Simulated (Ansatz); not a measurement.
**CH5BSeSi: small, medium and large basis sets**

An exercise on one series of results from a longer session: the logs are not shown, and one member is left open.

The runs use Ansatz 0.2.0, Gaussian basis; one geometry, several basis sets.

Levels to be run: PBE0-D4/def2-SVP; ωB97M-V/def2-SVP; PBE0-D4/def2-QZVPP; ωB97M-V/def2-QZVPP; the functionals' def2-TZVPP values are taken from earlier runs.

### Structure used throughout

An earlier PBE0-D4 in a triple-zeta def2 set relaxation fixed the geometry.

9 atoms, charge 0, spin multiplicity 1.

Atoms are counted from 1 here; the program's logs count them from 0.

Bond lengths: Se1–Si2 2.267 Å, Se1–H5 1.468 Å, Si2–B3 1.886 Å, Si2–C4 2.093 Å, Si2–H6 1.479 Å, B3–C4 1.477 Å, B3–H7 1.187 Å, C4–H8 1.093 Å, C4–H9 1.090 Å. Angles: Si2–Se1–H5 93.1°, Se1–Si2–B3 124.5°, Se1–Si2–C4 130.0°, Se1–Si2–H6 108.4°, B3–Si2–C4 43.2°, B3–Si2–H6 126.9°, C4–Si2–H6 99.4°, Si2–B3–C4 75.9°, Si2–B3–H7 137.2°, C4–B3–H7 130.8°, Si2–C4–B3 60.9°, Si2–C4–H8 82.3°, Si2–C4–H9 143.8°, B3–C4–H8 125.9°, B3–C4–H9 122.8°, H8–C4–H9 110.4°.

The first run:

File in.yaml:

```yaml
crystal:
  periodic: [false, false, false]
  atoms:
    - {symbol: Se, position_ang: [-1.457503, 0.108085, 2.170587]}
    - {symbol: Si, position_ang: [-0.664214, 0.352629, 0.061003]}
    - {symbol: B, position_ang: [1.037470, 1.045266, -0.366710]}
    - {symbol: C, position_ang: [1.101501, -0.363578, -0.804133]}
    - {symbol: H, position_ang: [-2.501754, -0.836923, 1.754680]}
    - {symbol: H, position_ang: [-1.647740, -0.228356, -0.878101]}
    - {symbol: H, position_ang: [1.852989, 1.732678, 0.153570]}
    - {symbol: H, position_ang: [0.396553, -0.859299, -1.476960]}
    - {symbol: H, position_ang: [1.971198, -0.996702, -0.631137]}
basis:
  gaussian: {orbitals: def2-SVP}
hamiltonian: {xc: pbe0, dispersion: d4}
output: {orbitals: {seedname: orbitals}}
```

The run is started by

```bash
$ ansatz run in.yaml --threads 4 --pin off --events-out ev --progress --plain --max-ram 10444MiB
```

Among the steps run: PBE0-D4 in def2-SVP; ωB97M-V in def2-SVP; PBE0-D4 in def2-QZVPP; ωB97M-V in def2-QZVPP.

One table of the session follows, with a row left open; its other results are not shown here.

It belongs to the step «Functionals by basis». 

| functional | basis | HOMO (eV) |
| --- | --- | --- |
| PBE0-D4 | def2-SVP | -6.70 |
| PBE0-D4 | def2-TZVPP | -6.76 |
| PBE0-D4 | def2-QZVPP | -6.77 |
| ωB97M-V | def2-SVP | ? |
| ωB97M-V | def2-TZVPP | -8.79 |
| ωB97M-V | def2-QZVPP | -8.80 |

Estimate the missing values for ωB97M-V, def2-SVP.

The run gave: HOMO (eV): -8.71. In the column «HOMO (eV)» it lies between ωB97M-V, def2-TZVPP (-8.79) and PBE0-D4, def2-QZVPP (-6.77).
